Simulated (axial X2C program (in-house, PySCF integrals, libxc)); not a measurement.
# ClBe⁺: from the state search to constants

What are the state, bond length, wavenumber and bond energy of ClBe⁺, and what does spin–orbit coupling change?

Method: all-electron X2C, Cl dyall-av3z, Be dyall-cv3z; program: an in-house X2C program for linear molecules on PySCF integrals.

All values are calculated.

## Step 1: Input

Contents of task.json:

```json
{
 "zs": [
  17,
  4
 ],
 "q": 1,
 "bas": [
  "dyall-av3z",
  "dyall-cv3z"
 ],
 "levels": [
  "PBE0",
  "HF",
  "M06"
 ],
 "cc": true,
 "r0": 2.01,
 "thr": -2.0,
 "nmax": 90,
 "npts": 10,
 "nst": 2,
 "ntry": 6
}
```

Keys: zs atomic numbers; q charge; bas basis sets; levels methods (HF also brings MP2); cc coupled cluster on or off; r0 starting distance in Å; thr threshold in hartree for freezing inner shells (an s shell follows its p shell); nmax most natural virtual spinors; npts points asked for on the curve; nst determinants followed; ntry starts of the search.

Started as:

```
$ python so2c.py task.json out
```

Spin-free means the one-electron spin-free X2C Hamiltonian; two-component (2c) means X2C with spin–orbit coupling and atomic mean-field two-electron Coulomb and Gaunt terms. Basis: Cl dyall-av3z contracted to [9s8p3d2f], Be dyall-cv3z contracted to [8s8p3d1f]; Gaussian nuclei, density fitting. Masses: Cl 34.969 u, Be 9.012 u.

Notation: σ, π±, δ± give the projection m of an orbital's angular momentum (0, ±1, ±2), α and β its spin, Λ and M_S the sums; ω is the projection of a spinor's total angular momentum and Ω the sum. Logs are in hartree.

The results follow Hamiltonian by Hamiltonian and level by level.

## Step 2: Which state to follow

PBE0 moves the distance from 2.010 Å to 1.720 Å and compares determinants there.

Spin-free determinants:

```tsv
ΔE (eV)	state	open shells
0.00	M_S = 0, Λ = 0	closed shell
4.19	M_S = 1, Λ = 1	beyond closed shells: σα, π+α, π+β, π-α
4.23	M_S = 0, Λ = 1	beyond closed shells: σβ, π+α, π+β, π-α
5.90	M_S = 1, Λ = 0	beyond closed shells: 2 × σα
6.80	M_S = 1, Λ = 2	beyond closed shells: 2 × π+α, π+β, π-α
```

Two-component determinants:

```json
{"ΔE (eV)": "0.00", "state": "Ω = 0", "open shells": "closed shell"}
{"ΔE (eV)": "4.16", "state": "Ω = 2", "open shells": "excess of +ω over −ω: ω = 1/2, ω = 3/2"}
{"ΔE (eV)": "4.19", "state": "Ω = 1", "open shells": "excess of +ω over −ω: ω = -1/2, ω = 3/2"}
{"ΔE (eV)": "4.26", "state": "Ω = 1", "open shells": "excess of +ω over −ω: 2 × ω = 1/2"}
{"ΔE (eV)": "6.77", "state": "Ω = 3", "open shells": "excess of +ω over −ω: 2 × ω = 3/2"}
```

## Step 3: PBE0, spin-free

State followed: M_S = 0, Λ = 0 (closed shell). The scan is laid around 1.720 Å, a first estimate of the minimum, and this SCF restarts from the orbitals of the search.

The SCF at the reference distance of 1.720 Å:

```text
spin-free X2C-1e  PBE0
basis functions 116  fitting functions 557  grid points 4353
iter        total energy     max residual
   1       -475.908809519     1.09e-05
   2       -475.908809519     1.07e-05
converged
one-electron -693.01562722  Coulomb 227.04455026  exact exchange -7.55930168  xc functional -23.29939039  nuclear repulsion 20.92095950
```

Along the bond, energies from the lowest point:

```
R (Å)  E (eV)  μ (D)  HOMO (eV)  LUMO (eV)  iterations
1.496  0.9442   6.67     -17.09     -10.10          22
1.565  0.3963   7.09     -16.75     -10.22          21
1.617  0.1573   7.40     -16.52     -10.32          19
1.668  0.0331   7.71     -16.30     -10.42          18
1.720  0.0000   8.02     -16.09     -10.52           2
1.780  0.0513   8.37     -15.86     -10.65          18
1.840  0.1764   8.72     -15.64     -10.77          17
1.918  0.4149   9.15     -15.39     -10.93          17
2.012  0.7836   9.65     -15.11     -11.12          17
2.150  1.3954  10.31     -14.78     -11.38          18
```

Dipoles are positive if Be is the positive end and refer to the centre of mass.

Outer orbitals at the reference distance:

```csv
symmetry,occupied,ε (eV),atomic character
σα,yes,-29.72,"70% Cl s, 14% Be p, 7% Be s"
σα,yes,-18.08,"76% Cl p, 10% Be s, 7% Be p"
π-α,yes,-16.09,"80% Cl p, 12% Be p, 6% Be d"
π+α,yes,-16.09,"80% Cl p, 12% Be p, 6% Be d"
σα,no,-10.52,"46% Be s, 37% Be p, 8% Cl p"
π+α,no,-7.25,"68% Be p, 15% Cl d, 9% Cl p"
π-α,no,-7.25,"68% Be p, 15% Cl d, 9% Cl p"
σα,no,-3.67,"40% Be p, 23% Be s, 20% Cl s"
```

PBE0 fields in the half plane through the axis: z from -2.4 to 3.9 Å across, distance from the axis 0.15 to 2.25 Å upwards; Cl lies at z = 0 and Be at z = 1.720 Å; the ELF is damped to zero where the density is low.

log10 density (e/bohr³). Ten even steps from '0' (-6.10 ) to '9' (1.28 ):
```
0112233333333332221100
1122334444444333322100
1223444555544443332110
2234455555555544332210
2334556666665554433210
2344566777666655433210
2345567777776665432210
2345667898776887432110
```

ELF. Ten even steps from ' ' (0.00 ) to '@' (1.00 ):
```
                                            
            ................                
          ::--========--==--::..            
        ::==****************==::            
      ..==**##%%%%%%######**==::            
      --**%%%%%%%%%%%%%%##--                
    ..==##%%%%--  --%%%%++  ..              
    ..==##%%**--##--**%%..@@@@@@            
```

Re = 1.716 Å, ωe = 1021 cm⁻¹, ωexe = 5.16 cm⁻¹, Be = 0.7991 cm⁻¹, De = 4.49 eV, μ = 7.99 D.

## Step 4: HF, spin-free

The SCF at the reference distance of 1.720 Å:

```text
spin-free X2C-1e  HF
basis functions 116  fitting functions 557  grid points 4353
iter        total energy     max residual
   1       -475.287324157     1.26e-01
   2       -475.296209074     4.40e-03
   3       -475.296410574     1.63e-03
   4       -475.296423317     5.37e-04
   5       -475.296424820     8.66e-05
   6       -475.296424913     3.54e-05
   7       -475.296424921     6.49e-06
   8       -475.296424922     2.22e-06
converged
one-electron -692.96163684  Coulomb 227.01918951  exact exchange -30.27493709  xc functional 0.00000000  nuclear repulsion 20.92095950
```

Re = 1.719 Å, ωe = 1033 cm⁻¹, ωexe = 4.92 cm⁻¹, Be = 0.7965 cm⁻¹, De = 3.09 eV, μ = 8.56 D.

## Step 5: M06, spin-free

Output at 1.720 Å:

```text
spin-free X2C-1e  M06
basis functions 116  fitting functions 557  grid points 4353
iter        total energy     max residual
   1       -476.074813105     1.10e-01
   2       -476.076113376     5.82e-03
   3       -476.076180191     1.52e-02
   4       -476.076280598     6.26e-04
   5       -476.076281751     4.78e-04
   6       -476.076282468     4.44e-05
   7       -476.076282470     1.21e-05
converged
one-electron -693.16573572  Coulomb 227.20607863  exact exchange -8.16652495  xc functional -22.87105994  nuclear repulsion 20.92095950
```

Re = 1.719 Å, ωe = 1016 cm⁻¹, ωexe = 4.88 cm⁻¹, Be = 0.7965 cm⁻¹, De = 4.68 eV, μ = 8.06 D.

## Step 6: Correlated methods, spin-free

Correlated methods: 8 electrons correlated (frozen shells, counted by type: Cl 2 s, 1 p; Be 1 s), 176 virtual spinors in MP2, 90 natural virtuals in coupled cluster.

Output of the correlated part at 1.720 Å:

```text
correlated 8  virtual 176  natural virtual 90  E(MP2) -0.216568427  MP2 remainder -0.001803762
iter   CCSD correlation   residual
   1     -0.225933854   7.53e-02
   2     -0.230202433   2.53e-02
   3     -0.231035665   8.67e-03
   4     -0.231011534   2.55e-03
   5     -0.231024055   5.93e-04
   6     -0.231022882   1.63e-04
   7     -0.231023787   4.25e-05
   8     -0.231023774   1.02e-05
(T) -0.010262413  T1 0.0144  D1 0.0184  max T2 0.039
```

T1 in the output is the amplitude norm over the root of the electron number; divide by √2 for the Lee–Taylor value.

MP2: Re = 1.727 Å, ωe = 1016 cm⁻¹, Be = 0.7891 cm⁻¹, De = 4.52 eV.

CCSD: Re = 1.725 Å, ωe = 1015 cm⁻¹, ωexe = 5.14 cm⁻¹, Be = 0.7909 cm⁻¹, De = 4.34 eV. T1 at Re = 0.010 (Lee–Taylor, the printed value over √2).

CCSD(T): Re = 1.728 Å, ωe = 1008 cm⁻¹, ωexe = 5.22 cm⁻¹, Be = 0.7879 cm⁻¹, De = 4.46 eV. T1 at Re = 0.010 (Lee–Taylor, the printed value over √2).

## Step 7: The spin-free curves together

Energy (eV) of the followed determinant, spin-free, from each level's lowest point:

```
R (Å)   PBE0     HF    MP2   CCSD  CCSD(T)    M06
1.496  0.944  0.990  1.041    n/a      n/a  0.959
1.565  0.396  0.421  0.456  0.444    0.458  0.407
1.617  0.157  0.171  0.194  0.187    0.196  0.165
1.668  0.033  0.038  0.050  0.047    0.051  0.037
1.720  0.000  0.000  0.000  0.000    0.000  0.000
1.780  0.051  0.049  0.035  0.038    0.033  0.047
1.840  0.176  0.174  0.148  0.153    0.142  0.168
1.918  0.415  0.418  0.375  0.380    0.363  0.403
2.012  0.784  0.798  0.737    n/a      n/a  0.771
2.150  1.395  1.436  1.349    n/a      n/a  1.385
```

## Step 8: PBE0, 2c

State followed: Ω = 0 (closed shell). The scan is laid around 1.720 Å, a first estimate of the minimum, and this SCF restarts from the orbitals of the search.

Output at 1.720 Å:

```text
two-component X2C + atomic mean field  PBE0
basis functions 116  fitting functions 557  grid points 4353
iter        total energy     max residual
   1       -475.833404126     1.80e-05
   2       -475.833404126     4.14e-06
converged
one-electron -692.81666100  Coulomb 226.99000494  exact exchange -7.55761619  xc functional -23.29414863  nuclear repulsion 20.92095950  atomic mean-field constant -0.07594276
```

Along the bond, energies from the lowest point:

```
R (Å)  E (eV)  μ (D)  HOMO (eV)  LUMO (eV)  iterations
1.496  0.9453   6.67     -17.05     -10.10          25
1.565  0.3970   7.09     -16.72     -10.22          23
1.617  0.1578   7.40     -16.48     -10.32          22
1.668  0.0333   7.71     -16.26     -10.42          20
1.720  0.0000   8.02     -16.05     -10.52           2
1.780  0.0511   8.37     -15.82     -10.65          21
1.840  0.1759   8.72     -15.60     -10.77          20
1.918  0.4141   9.15     -15.35     -10.93          20
2.012  0.7825   9.65     -15.07     -11.12          20
2.150  1.3939  10.30     -14.74     -11.38          21
```

Dipoles are positive if Be is the positive end and refer to the centre of mass.

Outer spinors at the reference distance:

| ω | occupied | ε (eV) | atomic character | λ mixture |
| --- | --- | --- | --- | --- |
| 1/2 | yes | -29.72 | 70% Cl s, 14% Be p, 7% Be s | 100% σ |
| 1/2 | yes | -18.08 | 76% Cl p, 10% Be s, 7% Be p | 100% σ |
| 1/2 | yes | -16.12 | 80% Cl p, 12% Be p, 6% Be d | 100% π |
| 3/2 | yes | -16.05 | 80% Cl p, 12% Be p, 6% Be d | 100% π |
| 1/2 | no | -10.52 | 46% Be s, 37% Be p, 8% Cl p | 100% σ |
| 1/2 | no | -7.25 | 69% Be p, 15% Cl d, 9% Cl p | 100% π |
| 3/2 | no | -7.24 | 68% Be p, 15% Cl d, 9% Cl p | 100% π |
| 1/2 | no | -3.66 | 40% Be p, 23% Be s, 20% Cl s | 100% σ |

PBE0 fields in the half plane through the axis: z from -2.4 to 3.9 Å across, distance from the axis 0.15 to 2.25 Å upwards; Cl lies at z = 0 and Be at z = 1.720 Å; the ELF is damped to zero where the density is low.

log10 density (e/bohr³). Ten even steps from '0' (-6.10 ) to '9' (1.28 ):
```
0112233333333332221100
1122334444444333322100
1223444555544443332110
2234455555555544332210
2334556666665554433210
2344566777666655433210
2345567777776665432210
2345667898776887432110
```

ELF. Ten even steps from '0' (0.00 ) to '9' (1.00 ):
```
0000000000000000000000
0000001111111100000000
0000023444434321000000
0000246666666642000000
0001467888777642000000
0003688888887300000000
0014788303885010000000
0014786373681999000000
```

Re = 1.716 Å, ωe = 1021 cm⁻¹, ωexe = 5.16 cm⁻¹, Be = 0.7989 cm⁻¹, De = 4.49 eV, μ = 7.99 D.

## Step 9: HF, 2c

The SCF at the reference distance of 1.720 Å:

```text
two-component X2C + atomic mean field  HF
basis functions 116  fitting functions 557  grid points 4353
iter        total energy     max residual
   1       -475.212104067     1.26e-01
   2       -475.220984957     4.40e-03
   3       -475.221186373     1.63e-03
   4       -475.221199087     5.36e-04
   5       -475.221200588     8.53e-05
   6       -475.221200681     3.05e-05
   7       -475.221200689     6.49e-06
   8       -475.221200690     2.22e-06
converged
one-electron -692.76230967  Coulomb 226.96425489  exact exchange -30.26816266  xc functional 0.00000000  nuclear repulsion 20.92095950  atomic mean-field constant -0.07594276
```

Re = 1.719 Å, ωe = 1033 cm⁻¹, ωexe = 4.92 cm⁻¹, Be = 0.7964 cm⁻¹, De = 3.03 eV, μ = 8.56 D.

## Step 10: M06, 2c

Output at 1.720 Å:

```text
two-component X2C + atomic mean field  M06
basis functions 116  fitting functions 557  grid points 4353
iter        total energy     max residual
   1       -475.999424388     1.10e-01
   2       -476.000723874     5.82e-03
   3       -476.000790008     1.51e-02
   4       -476.000890103     6.22e-04
   5       -476.000891252     4.78e-04
   6       -476.000891971     4.42e-05
   7       -476.000891973     1.20e-05
converged
one-electron -692.96653889  Coulomb 227.15128489  exact exchange -8.16469843  xc functional -22.86595629  nuclear repulsion 20.92095950  atomic mean-field constant -0.07594276
```

Re = 1.719 Å, ωe = 1015 cm⁻¹, ωexe = 4.88 cm⁻¹, Be = 0.7964 cm⁻¹, De = 4.64 eV, μ = 8.06 D.

## Step 11: Correlated methods, 2c

Correlated methods: 8 electrons correlated (frozen shells, counted by type: Cl 2 s, 1 p; Be 1 s), 176 virtual spinors in MP2, 90 natural virtuals in coupled cluster.

Output of the correlated part at 1.720 Å:

```text
correlated 8  virtual 176  natural virtual 90  E(MP2) -0.216582217  MP2 remainder -0.001803777
iter   CCSD correlation   residual
   1     -0.225949752   7.53e-02
   2     -0.230219845   2.53e-02
   3     -0.231052205   8.67e-03
   4     -0.231028102   2.55e-03
   5     -0.231040611   5.93e-04
   6     -0.231039442   1.63e-04
   7     -0.231040346   4.25e-05
   8     -0.231040333   1.02e-05
(T) -0.010265586  T1 0.0144  D1 0.0185  max T2 0.039
```

MP2: Re = 1.727 Å, ωe = 1016 cm⁻¹, Be = 0.7889 cm⁻¹, De = 4.48 eV.

CCSD: Re = 1.725 Å, ωe = 1015 cm⁻¹, ωexe = 5.14 cm⁻¹, Be = 0.7908 cm⁻¹, De = 4.31 eV. T1 at Re = 0.010 (Lee–Taylor, the printed value over √2).

CCSD(T): Re = 1.728 Å, ωe = 1008 cm⁻¹, ωexe = 5.21 cm⁻¹, Be = 0.7877 cm⁻¹, De = 4.42 eV. T1 at Re = 0.010 (Lee–Taylor, the printed value over √2).

## Step 12: The 2c curves together

Energy (eV) of the followed determinant, 2c, from each level's lowest point:

```
R (Å)   PBE0     HF    MP2   CCSD  CCSD(T)    M06
1.496  0.945  0.991  1.042    n/a      n/a  0.960
1.565  0.397  0.422  0.457  0.445    0.459  0.408
1.617  0.158  0.171  0.195  0.187    0.197  0.166
1.668  0.033  0.038  0.050  0.047    0.052  0.037
1.720  0.000  0.000  0.000  0.000    0.000  0.000
1.780  0.051  0.048  0.035  0.038    0.033  0.047
1.840  0.176  0.174  0.148  0.152    0.141  0.168
1.918  0.414  0.417  0.375  0.380    0.362  0.403
2.012  0.783  0.797  0.736    n/a      n/a  0.770
2.150  1.394  1.434  1.347    n/a      n/a  1.384
```

Time for the job: 58 s (1 thread of Arm Neoverse V1, shared host); peak memory 0.48 GiB.

## Step 13: Constants

Lowest determinant that the search found at its distance, spin-free: M_S = 0, Λ = 0 (closed shell).

Lowest determinant that the search found at its distance, 2c: Ω = 0 (closed shell).

```csv
Hamiltonian,level,Re (Å),ωe (cm⁻¹),De (eV),μ (D)
spin-free,PBE0,1.716,1021,4.49,7.99
spin-free,HF,1.719,1033,3.09,8.56
spin-free,MP2,1.727,1016,4.52,n/a
spin-free,CCSD,1.725,1015,4.34,n/a
spin-free,CCSD(T),1.728,1008,4.46,n/a
spin-free,M06,1.719,1016,4.68,8.06
2c,PBE0,1.716,1021,4.49,7.99
2c,HF,1.719,1033,3.03,8.56
2c,MP2,1.727,1016,4.48,n/a
2c,CCSD,1.725,1015,4.31,n/a
2c,CCSD(T),1.728,1008,4.42,n/a
2c,M06,1.719,1015,4.64,8.06
```

Dipoles are positive if Be is the positive end and refer to the centre of mass.

Time per point (s) on 1 thread of Arm Neoverse V1, shared host (2c runs; CCSD comes with the CCSD(T) run); the times are rough: PBE0 0.3, HF 0.15, MP2 0.19, CCSD(T) 1.7, M06 0.55.

At CCSD(T), going from spin-free to two-component changes Re by 0 mÅ, ωe by 0.0 %; the spin-free picture holds up (part of it comes from the scalar share of the two-electron terms). De moves by -0.03 eV; both De rest on single-determinant atoms, which can miss part of an open shell's spin–orbit lowering.

De refers to Cl + Be+, each in the lowest determinant found, which need not be this curve's own limit. Each curve is one determinant whose occupation by symmetry is held fixed; it was picked as the lowest of a PBE0 search that is not exhaustive. Closed shells are restricted here (equal orbitals for both partners), which fails at long range if the bond breaks into open shells. De is counted from the lowest determinant-based energies of the atoms at the same level, without counterpoise correction. Coupled cluster ran in a truncated set of natural virtual spinors; the MP2 energy of the rest was added. The meta-GGAs lack a current-density term, which matters for open shells with orbital currents, atoms included.
